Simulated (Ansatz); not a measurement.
# CH4GeOSi: how energies converge with the basis set

The task here is to estimate one member of a computed series from the others.

The runs use Ansatz 0.2.0, Gaussian basis; one geometry, several basis sets.

The runs, in order: PBE0-D4/def2-SVP; ωB97M-V/def2-SVP; PBE0-D4/def2-QZVPP; ωB97M-V/def2-QZVPP; the functionals' def2-TZVPP values are taken from earlier runs.

**Structure used throughout**

All runs share one geometry, relaxed beforehand with PBE0-D4 in a triple-zeta def2 set.

8 atoms, charge 0, spin multiplicity 1.

Atoms are counted from 1 here; the program's logs count them from 0.

Bond lengths: O1–C2 1.127 Å, C2–Si3 2.011 Å, Si3–Ge4 2.356 Å, Si3–H5 1.489 Å, Si3–H6 1.488 Å, Ge4–H7 1.707 Å, Ge4–H8 1.596 Å. Angles: O1–C2–Si3 159.5°, C2–Si3–Ge4 112.6°, C2–Si3–H5 92.0°, C2–Si3–H6 92.4°, Ge4–Si3–H5 118.5°, Ge4–Si3–H6 125.4°, H5–Si3–H6 107.6°, Si3–Ge4–H7 53.2°, Si3–Ge4–H8 83.3°, H7–Ge4–H8 85.8°.

Set-up of the first run:

The input, in.yaml:

```yaml
crystal:
  periodic: [false, false, false]
  atoms:
    - {symbol: O, position_ang: [2.007070, -0.020298, 2.089436]}
    - {symbol: C, position_ang: [1.311281, 0.401555, 1.308998]}
    - {symbol: Si, position_ang: [0.007863, 0.453538, -0.221869]}
    - {symbol: Ge, position_ang: [-0.446903, -1.686730, -1.095068]}
    - {symbol: H, position_ang: [0.883439, 1.368107, -1.004675]}
    - {symbol: H, position_ang: [-0.952642, 1.293543, 0.542790]}
    - {symbol: H, position_ang: [-1.083073, -0.201382, -1.645684]}
    - {symbol: H, position_ang: [-1.634834, -1.665333, -0.029729]}
basis:
  gaussian: {orbitals: def2-SVP}
hamiltonian: {xc: pbe0, dispersion: d4}
output: {orbitals: {seedname: orbitals}}
```

Run with:

```sh
$ ansatz run in.yaml --threads 2 --pin off --events-out ev --progress --plain --max-ram 4352MiB
```

Steps of the session up to this table: PBE0-D4 in def2-SVP; ωB97M-V in def2-SVP; PBE0-D4 in def2-QZVPP; ωB97M-V in def2-QZVPP.

One table of the session follows, with a row left open; its other results are not shown here.

It belongs to the step «Density functionals: the series». 

| functional | basis | HOMO (eV) | LUMO (eV) |
| --- | --- | --- | --- |
| PBE0-D4 | def2-SVP | -6.71 | -2.35 |
| PBE0-D4 | def2-TZVPP | -6.74 | -2.38 |
| PBE0-D4 | def2-QZVPP | -6.76 | -2.42 |
| ωB97M-V | def2-SVP | -8.60 | -0.30 |
| ωB97M-V | def2-TZVPP | -8.66 | -0.41 |
| ωB97M-V | def2-QZVPP | ? | ? |

Estimate the missing values for ωB97M-V, def2-QZVPP.

**Answer.** HOMO (eV): -8.68; LUMO (eV): -0.50. In the column «HOMO (eV)» it is the lowest.
